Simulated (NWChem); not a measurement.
# C2H6AlO (SMILES [CH2][Al]([CH3])[OH]): levels of theory compared

Aim: a comparison of 4 runs (UHF/STO-3G, UHF/3-21G, UB3LYP/6-31G*) of C2H6AlO. 

The calculation is run with NWChem 7.3.0.

### Step 1. The system as given

The species is C2H6AlO (10 atoms), meant as a doublet with charge 0. As SMILES, `[CH2][Al]([CH3])[OH]`. The shape is that of a PBE0-D4/def2-TZVP optimisation. This is one conformer, not always the lowest.

Bond lengths: C1–Al2 1.928 Å, Al2–C3 1.942 Å, Al2–O4 1.703 Å, C1–H5 1.089 Å, C1–H6 1.090 Å, C3–H7 1.095 Å, C3–H8 1.092 Å, C3–H9 1.095 Å, O4–H10 0.955 Å. Some angles: C1–Al2–C3 123.3°, C1–Al2–O4 119.6°, C3–Al2–O4 117.2°, Al2–C1–H5 125.0°, Al2–C1–H6 123.6°, Al2–C3–H7 111.4°, Al2–C3–H8 111.7°, Al2–C3–H9 111.2°, Al2–O4–H10 123.3°, H5–C1–H6 111.5°.

### Step 2. Energy and forces at UHF/STO-3G (run 1)

The input, m1.nw:

```
start m1
title "C2H6AlO gradient"
memory total 2200 mb
charge 0

geometry noautosym nocenter noautoz
C    -1.161000    1.461300   -0.103700
Al    0.239900    0.146200   -0.262300
C     0.275000   -1.502600    0.764000
O     1.525500    0.414700   -1.346400
H    -1.207100    2.394800   -0.663300
H    -2.013100    1.356400    0.567300
H    -0.629800   -2.095700    0.597500
H     1.136100   -2.121900    0.503400
H     0.320800   -1.299700    1.838900
H     1.596800    1.195200   -1.892400
end

basis "ao basis" spherical bse
* library STO-3G
end

scf
doublet
uhf
thresh 1e-08
maxiter 80
end

task scf gradient
```

Launch:

```
nwchem m1.nw > m1.out
```

The log of the run:

```text
[...]
  functions       =    30
[...]
  wavefunction    = UHF
[...]
         Total SCF energy =   -391.174585496221
      One electron energy =   -834.820337474234
      Two electron energy =    297.603723836035
 Nuclear repulsion energy =    146.042028141977
                       Sz =      0.5000
                 Sz(Sz+1) =      0.7500
                      S^2 =      0.7663
[...]
                         UHF ENERGY GRADIENTS
    atom               coordinates                        gradient
                 x          y          z           x          y          z
   1 C      -2.193972   2.761457  -0.195965   -0.013091   0.014212   0.000254
   2 Al      0.453345   0.276278  -0.495675   -0.005806  -0.012700   0.012198
   3 C       0.519675  -2.839502   1.443751    0.002137  -0.014809   0.007387
   4 O       2.882777   0.783669  -2.544327    0.013459   0.046176  -0.038881
   5 H      -2.281088   4.525516  -1.253455   -0.001270   0.004499  -0.001950
   6 H      -3.804207   2.563224   1.072042   -0.004189  -0.000311   0.003170
   7 H      -1.190149  -3.960299   1.129111   -0.009026  -0.004261  -0.001020
   8 H       2.146918  -4.009810   0.951288    0.007537  -0.003763  -0.003210
   9 H       0.606224  -2.456077   3.475017   -0.000743   0.002627   0.009753
  10 H       3.017514   2.258601  -3.576117    0.010993  -0.031670   0.012300
[...]
```

It took 2.9 s on 1 thread of Intel Xeon Platinum 8488C (Sapphire Rapids), shared host; peak memory 0.098 GiB.

### Step 3. Energy and forces at UHF/3-21G (run 2)

The input, a.nw:

```
start a
memory stack 880 mb heap 220 mb global 1100 mb
charge 0
geometry units angstrom noautosym nocenter noautoz
  C       -1.161000       1.461300      -0.103700
  Al       0.239900       0.146200      -0.262300
  C        0.275000      -1.502600       0.764000
  O        1.525500       0.414700      -1.346400
  H       -1.207100       2.394800      -0.663300
  H       -2.013100       1.356400       0.567300
  H       -0.629800      -2.095700       0.597500
  H        1.136100      -2.121900       0.503400
  H        0.320800      -1.299700       1.838900
  H        1.596800       1.195200      -1.892400
end
basis spherical bse
  * library 3-21G
end
scf
  nopen 1
  uhf
  thresh 1e-08
  maxiter 80
end
task scf gradient
```

Launch:

```
nwchem a.nw > a.out
```

The log of the run:

```text
[...]
  functions       =    52
[...]
  wavefunction    = UHF
[...]
         Total SCF energy =   -393.870009254967
      One electron energy =   -834.953531280850
      Two electron energy =    295.041493883906
 Nuclear repulsion energy =    146.042028141977
                       Sz =      0.5000
                 Sz(Sz+1) =      0.7500
                      S^2 =      0.7593
[...]
                         UHF ENERGY GRADIENTS
    atom               coordinates                        gradient
                 x          y          z           x          y          z
   1 C      -2.193972   2.761457  -0.195965    0.013432  -0.013461  -0.000993
   2 Al      0.453345   0.276278  -0.495675   -0.008082   0.006024   0.002017
   3 C       0.519675  -2.839502   1.443751    0.001635   0.011984  -0.008956
   4 O       2.882777   0.783669  -2.544327    0.007118  -0.004574  -0.002161
   5 H      -2.281088   4.525516  -1.253455   -0.000368   0.004249  -0.002431
   6 H      -3.804207   2.563224   1.072042   -0.004661   0.000253   0.003149
   7 H      -1.190149  -3.960299   1.129111   -0.003594  -0.001037  -0.000815
   8 H       2.146918  -4.009810   0.951288    0.003493  -0.002646  -0.000936
   9 H       0.606224  -2.456077   3.475017   -0.000341   0.001686   0.003427
  10 H       3.017514   2.258601  -3.576117   -0.008632  -0.002479   0.007698
[...]
```

Wall time 3.6 s (1 thread of Intel Xeon Platinum 8488C (Sapphire Rapids), shared host); peak memory 0.098 GiB.

### Step 4. Energy and gradient at UB3LYP/6-31G(d) (Cartesian functions) (run 3)

The input, struct.nw:

```
start struct
memory stack 880 mb heap 220 mb global 1100 mb

geometry units angstrom noautosym nocenter noautoz
  C       -1.161000       1.461300      -0.103700
  Al       0.239900       0.146200      -0.262300
  C        0.275000      -1.502600       0.764000
  O        1.525500       0.414700      -1.346400
  H       -1.207100       2.394800      -0.663300
  H       -2.013100       1.356400       0.567300
  H       -0.629800      -2.095700       0.597500
  H        1.136100      -2.121900       0.503400
  H        0.320800      -1.299700       1.838900
  H        1.596800       1.195200      -1.892400
end

basis cartesian
  * library 6-31G*
end

dft
  xc b3lyp
  mult 2
  grid xfine
  convergence energy 1e-08
  maxiter 100
  mulliken
  print low
end

task dft gradient
```

Launch:

```
nwchem struct.nw > struct.out
```

The log of the run:

```text
[...]
 d= 0,ls=0.0,diis     1   -397.4005850036 -5.43D+02  8.32D-03  2.03D-01     5.1
[...]
 d= 0,ls=0.0,diis    12   -397.4816237091 -6.10D-10  7.35D-08  5.14D-11    60.5
[...]
         Total DFT energy =     -397.481623709089
      One electron energy =     -837.953416799222
           Coulomb energy =      334.846617056906
    Exchange-Corr. energy =      -40.416852108750
 Nuclear repulsion energy =      146.042028141977
[...]
      Total Density - Mulliken Population Analysis
     ---------------------------------------------
    Atom       Charge   Shell Charges
 -----------   ------   -------------------------------------------------------
    1 C    6     6.52   1.99  0.71  1.94  0.74  1.14  0.00
    2 Al  13    12.23   2.00  1.99  5.96  0.85  1.06  0.09  0.20  0.09
    3 C    6     6.71   1.99  0.67  2.12  0.68  1.23  0.02
    4 O    8     8.75   1.99  0.90  2.94  0.93  1.97  0.03
    5 H    1     0.85   0.52  0.32
    6 H    1     0.84   0.52  0.32
    7 H    1     0.84   0.52  0.32
    8 H    1     0.83   0.52  0.31
    9 H    1     0.84   0.52  0.32
   10 H    1     0.59   0.48  0.11
[...]
      <S2> =      0.7529 (Exact =     0.7500)
                         DFT ENERGY GRADIENTS
    atom               coordinates                        gradient
                 x          y          z           x          y          z
   1 C      -2.193972   2.761457  -0.195965    0.000347  -0.000485   0.000047
   2 Al      0.453345   0.276278  -0.495675    0.004860  -0.000307  -0.003215
   3 C       0.519675  -2.839502   1.443751    0.000272   0.000897  -0.000897
   4 O       2.882777   0.783669  -2.544327   -0.007018   0.006384   0.000936
   5 H      -2.281088   4.525516  -1.253455    0.000616  -0.001953   0.000806
   6 H      -3.804207   2.563224   1.072042    0.001668  -0.000176  -0.001065
   7 H      -1.190149  -3.960299   1.129111    0.001445   0.001603   0.000259
   8 H       2.146918  -4.009810   0.951288   -0.001490   0.001500   0.000205
   9 H       0.606224  -2.456077   3.475017   -0.000371   0.000082  -0.002093
  10 H       3.017514   2.258601  -3.576117   -0.000328  -0.007545   0.005016
[...]
```

Run time: 71 s. Hardware: 1 thread of Intel Xeon Platinum 8488C (Sapphire Rapids), shared host; peak memory 0.15 GiB.

### Step 5. Energy and gradient at UB3LYP/6-31G(d) (spherical functions) (run 4)

The input, sp.nw:

```
start sp
title "C2H6AlO"
memory stack 880 mb heap 220 mb global 1100 mb
geometry noautosym nocenter noautoz
C    -1.161000    1.461300   -0.103700
Al    0.239900    0.146200   -0.262300
C     0.275000   -1.502600    0.764000
O     1.525500    0.414700   -1.346400
H    -1.207100    2.394800   -0.663300
H    -2.013100    1.356400    0.567300
H    -0.629800   -2.095700    0.597500
H     1.136100   -2.121900    0.503400
H     0.320800   -1.299700    1.838900
H     1.596800    1.195200   -1.892400
end
basis spherical bse
* library 6-31G*
end
dft
xc b3lyp
mult 2
grid xfine
convergence energy 1e-08
maxiter 100
mulliken
noprint "final vectors analysis"
end
task dft gradient
```

Launch:

```
nwchem sp.nw > sp.out
```

The log of the run:

```text
[...]
          Wavefunction type:  spin polarized.
          No. of atoms     :    10
          No. of electrons :    39
[...]
          Charge           :     0
          Spin multiplicity:     2
[...]
          AO basis - number of functions:    72
[...]
              XC Information
              --------------
                         B3LYP Method XC Potential
                     Hartree-Fock (Exact) Exchange  0.200
                        Slater Exchange Functional  0.800 local
                    Becke 1988 Exchange Functional  0.720 non-local
              Lee-Yang-Parr Correlation Functional  0.810
                  VWN I RPA Correlation Functional  0.190 local
[...]
 d= 0,ls=0.0,diis     1   -397.3976155438 -5.43D+02  8.26D-03  1.74D-01     4.9
[...]
 d= 0,ls=0.0,diis    12   -397.4769636377 -5.10D-10  7.19D-08  5.24D-11    58.1
[...]
         Total DFT energy =     -397.476963637688
      One electron energy =     -837.996239186434
           Coulomb energy =      334.930115230908
    Exchange-Corr. energy =      -40.452867824139
 Nuclear repulsion energy =      146.042028141977
[...]
      <S2> =      0.7529 (Exact =     0.7500)
[...]
  wavefunction    = open shell
                         DFT ENERGY GRADIENTS
    atom               coordinates                        gradient
                 x          y          z           x          y          z
   1 C      -2.193972   2.761457  -0.195965    0.000575  -0.000686   0.000013
   2 Al      0.453345   0.276278  -0.495675    0.005054  -0.000371  -0.003312
   3 C       0.519675  -2.839502   1.443751    0.000245   0.001195  -0.001067
   4 O       2.882777   0.783669  -2.544327   -0.007329   0.006314   0.001201
   5 H      -2.281088   4.525516  -1.253455    0.000596  -0.001956   0.000822
   6 H      -3.804207   2.563224   1.072042    0.001671  -0.000156  -0.001079
   7 H      -1.190149  -3.960299   1.129111    0.001487   0.001619   0.000270
   8 H       2.146918  -4.009810   0.951288   -0.001539   0.001520   0.000230
   9 H       0.606224  -2.456077   3.475017   -0.000371   0.000062  -0.002135
  10 H       3.017514   2.258601  -3.576117   -0.000390  -0.007540   0.005057
[...]
```

Run time: 68 s. Hardware: 1 thread of Intel Xeon Platinum 8488C (Sapphire Rapids), shared host; peak memory 0.14 GiB.

### Step 6. All runs side by side

| run | level | Cartesian functions | iteration cap | energy (Eh) | dipole moment (D) | ⟨S²⟩ | largest force (eV/Å) | wall time |
| --- | --- | --- | --- | --- | --- | --- | --- | --- |
| 1 | UHF/STO-3G | no | 80 | -391.174585 | 1.06 | 0.766 | 3.180 | 2.9 s |
| 2 | UHF/3-21G | no | 80 | -393.870009 | 1.88 | 0.759 | 0.979 | 3.6 s |
| 3 | UB3LYP/6-31G* (Cartesian functions) | yes | 100 | -397.481624 | – | 0.753 | 0.490 | 71 s |
| 4 | UB3LYP/6-31G* (spherical functions) | no | 100 | -397.476964 | 1.55 | 0.753 | 0.501 | 68 s |

### Step 7. What came out

```
                       quantity          value
            run 4: total energy  -397.47696 Eh
           run 4: dipole moment         1.55 D
                    run 4: ⟨S²⟩          0.753
run 4: largest force on an atom     0.501 eV/Å
```

Over runs 1, 2, 4 the dipole moment (its size) runs from 1.06 D (UHF/STO-3G) to 1.88 D (UHF/3-21G). In run 1 the basis is minimal, so the values are rough. All runs together took 2.4 min, the longest 71 s.
